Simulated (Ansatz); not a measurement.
# Ga2AsP: equation of state with PBE

Crystal: Ga2AsP.

```
As Ga P
1.0
     1.96511    1.13456    6.41726
    -1.96511    1.13456    6.41726
     0.00000   -2.26911    6.41726
As Ga P
1 2 1
Direct
  0.87507 0.87507 0.87507
  0.49751 0.49751 0.49751
  0.00244 0.00244 0.00244
  0.37498 0.37498 0.37498
```

The cell comes from a database or a generator and needn't be the stable form of this composition.

| Quantity | Value |
| --- | --- |
| Program | Ansatz 0.2.0 |
| Task | equation of state |
| Functional | PBE |
| Potentials or basis | all-electron LAPW, scalar-relativistic |
| Basis error allowed | 0.001 eV/atom |
| k mesh | 8 × 8 × 8 |
| Occupations | fermi-dirac, width 0.05 eV |
| Spin | no spin polarisation |

| Item | Value |
| --- | --- |
| Equilibrium volume | 22.24 Å³/atom |
| Bulk modulus at fixed shape and positions | 68 GPa |
| Pressure derivative of the bulk modulus | 4.6 |

Energy against volume, from the lowest point:
| volume (Å³/atom) | energy (meV/atom) |
| --- | --- |
| 20.174 | 49.08 |
| 20.603 | 29.60 |
| 21.032 | 15.48 |
| 21.461 | 6.16 |
| 21.890 | 1.15 |
| 22.320 | 0.00 |
| 22.749 | 2.32 |

All runs of the series together: 19 min on 2 threads of Arm Neoverse N1 (shared host).

Caveat: the cell was scaled at fixed shape and fractional positions, which overstates the stiffness of a crystal with free parameters, most of all of layers and chains.
